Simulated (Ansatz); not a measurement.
# C2H2AlClO: the cost of one run

Computed with Ansatz 0.2.0, Gaussian basis. Level: the settings change from run to run.

## Step 1: The geometry

The structure was relaxed beforehand with PBE0-D4 in a triple-zeta def2 set.

7 atoms, charge 0, spin multiplicity 1.

Atoms are counted from 1 here; the program's logs count them from 0.

Bond lengths: Cl1–Al2 2.071 Å, Al2–C3 1.882 Å, Al2–O5 1.767 Å, C3–C4 1.350 Å, C3–H6 1.077 Å, C4–O5 1.374 Å, C4–H7 1.090 Å. Angles: Cl1–Al2–C3 151.6°, Cl1–Al2–O5 129.8°, C3–Al2–O5 78.7°, Al2–C3–C4 80.6°, Al2–C3–H6 153.4°, C4–C3–H6 125.9°, C3–C4–O5 116.3°, C3–C4–H7 128.8°, O5–C4–H7 114.9°, Al2–O5–C4 84.4°.

## Step 2: HSE06/def2-mTZVP

Set apart from the defaults: D3(BJ) with three-body dispersion, high accuracy.

in.yaml

```yaml
crystal:
  periodic: [false, false, false]
  atoms:
    - {symbol: Cl, position_ang: [-2.157156, -2.403221, 0.308389]}
    - {symbol: Al, position_ang: [-0.774181, -0.876683, 0.090213]}
    - {symbol: C, position_ang: [0.339110, 0.462273, 0.803817]}
    - {symbol: C, position_ang: [0.621783, 0.616512, -0.506895]}
    - {symbol: O, position_ang: [-0.031781, -0.225056, -1.374778]}
    - {symbol: H, position_ang: [0.759940, 1.035039, 1.612813]}
    - {symbol: H, position_ang: [1.303685, 1.323135, -0.979158]}
basis:
  gaussian: {orbitals: def2-mTZVP}
hamiltonian: {xc: {name: HSE06}, dispersion: d3bjatm}
accuracy: high
```

Started as:

```console
> ansatz run in.yaml --threads 2 --pin off --events-out ev --progress --plain --max-ram 4352MiB
```

**Question.** How long does this run take on 2 threads of Arm Neoverse V2, shared host, and how much memory does it need?

About 5 s, with a peak of 0.45 GiB.
